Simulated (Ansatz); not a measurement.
# CF2GaN: one species, many methods

How much do the methods differ for CF2GaN? The plan is to run it at one geometry with functionals of several rungs and with coupled cluster. The yardstick is the atomisation energy at the CCSD(T) limit.

Program: Ansatz 0.2.0, Gaussian basis. Level of theory: functionals in def2-TZVPP, the program's frozen cores in correlated methods. These are calculated values, not measurements.

Plan: LDA (SPW92), PBE-D4, revPBE-D4, BLYP-D4, r2SCAN-D4, B97M-V, PBE0-D4, B3LYP-D4, r2SCANh-D4, r2SCAN0-D4, HSE06-D4, BHLYP-D4, CAM-B3LYP-D4, LC-ωPBE, ωB97X-V, ωB97M-V, B2PLYP, PBE-QIDH; CCSD(T)/def2-SVP; CCSD(T)/def2-TZVPP; CCSD(T)/def2-QZVPP; extrapolation to the limit; RPA on PBE.

### Step 1. The geometry

An earlier PBE0-D4 in a triple-zeta def2 set relaxation fixed the geometry.

SMILES `N#[C][Ga]([F])[F]`, 5 atoms, charge 0, spin multiplicity 1.

Atoms are counted from 1 here; the program's logs count them from 0.

Bond lengths: N1–C2 1.151 Å, C2–Ga3 1.904 Å, Ga3–F4 1.725 Å, Ga3–F5 1.725 Å. Angles: N1–C2–Ga3 180.0°, C2–Ga3–F4 121.6°, C2–Ga3–F5 121.6°, F4–Ga3–F5 116.7°.

As a file:

```
N     1.39990   -1.38148    1.43464
C     0.74004   -0.73265    0.74991
Ga   -0.35103    0.34024   -0.38294
F    -1.75803   -0.29632   -1.15161
F     0.01902    1.99661   -0.69149
```

### Step 2. LDA

This LDA is Slater exchange with PW92 correlation.

File in.yaml:

```yaml
crystal:
  periodic: [false, false, false]
  atoms:
    - {symbol: N, position_ang: [1.399896, -1.381479, 1.434637]}
    - {symbol: C, position_ang: [0.740041, -0.732650, 0.749909]}
    - {symbol: Ga, position_ang: [-0.351032, 0.340241, -0.382939]}
    - {symbol: F, position_ang: [-1.758028, -0.296321, -1.151611]}
    - {symbol: F, position_ang: [0.019024, 1.996610, -0.691494]}
basis:
  gaussian: {orbitals: def2-TZVPP}
hamiltonian: {xc: lda}
output: {orbitals: {seedname: orbitals}}
```

On the command line:

```
$ ansatz run in.yaml --threads 2 --pin off --events-out ev --progress --plain --max-ram 20480MiB --backend cpu
```

After this run come: PBE-D4 (GGA); revPBE-D4 (GGA); BLYP-D4 (GGA); r2SCAN-D4 (meta-GGA); B97M-V (meta-GGA); B3LYP-D4 (hybrid); r2SCANh-D4 (hybrid); r2SCAN0-D4 (hybrid); HSE06-D4 (hybrid); BHLYP-D4 (hybrid); CAM-B3LYP-D4 (range-separated); LC-ωPBE (range-separated); ωB97X-V (range-separated); ωB97M-V (range-separated); B2PLYP (double hybrid); PBE-QIDH (double hybrid); CCSD(T) in def2-SVP; CCSD(T) in def2-TZVPP; CCSD(T) in def2-QZVPP; RPA on PBE orbitals.

**Question.** What will the summary of the whole plan be? Wanted: atomisation energy, CCSD(T)/CBS; farthest beyond LDA; mean size of error, GGA; mean size of error, meta-GGA; mean size of error, hybrid; mean size of error, range-separated; mean size of error, double hybrid; gap, smallest and largest; T1 diagnostic.

As calculated:

| quantity | value |
| --- | --- |
| atomisation energy, CCSD(T)/CBS | 2093.8 kJ/mol |
| functionals within 20.9 kJ/mol (1.0 %) | revPBE-D4, BLYP-D4, r2SCAN-D4, B97M-V, CAM-B3LYP-D4, LC-ωPBE, ωB97X-V, ωB97M-V, B2PLYP |
| farthest beyond LDA | BHLYP-D4 (-163.5 kJ/mol) |
| mean size of error, GGA | 33.6 kJ/mol |
| mean size of error, meta-GGA | 13.0 kJ/mol |
| mean size of error, hybrid | 65.5 kJ/mol |
| mean size of error, range-separated | 8.7 kJ/mol |
| mean size of error, double hybrid | 17.5 kJ/mol |
| gap, smallest and largest | 5.73 eV (LDA (SPW92)), 13.53 eV (LC-ωPBE) |
| T1 diagnostic | 0.0150 |
| triples share of the correlation energy | 3.9 % |

What this shows: The LDA atomisation energy is off by 374.2 kJ/mol (18 %): it overbinds. PBE-D4 misses by +81.9 kJ/mol. Double hybrids carry the basis error of their MP2 part in triple zeta, and no dispersion term here, so their miss is partly the set-up's. The rungs range-separated, meta-GGA, double hybrid miss on average by less than the doubt on the reference (20.9 kJ/mol), so they tie; hybrid functionals have the largest mean beyond LDA (65.5 kJ/mol), BHLYP with half exact exchange included. The reference freezes the cores and leaves out relativity and excitations past (T), and its outer-core shells are covered unevenly, so misses under about 20.9 kJ/mol can't be ranked. Hartree-Fock recovers 65 % of the binding; the rest is correlation. CCSD(T) in def2-SVP is off by -121.1 kJ/mol, so the small basis spoils what the method gains. The gap grows from 5.7 to 13.5 eV across the functionals, mostly with the share of exact exchange. Correlated methods include outer-core shells of Ga, which these sets cover unevenly.
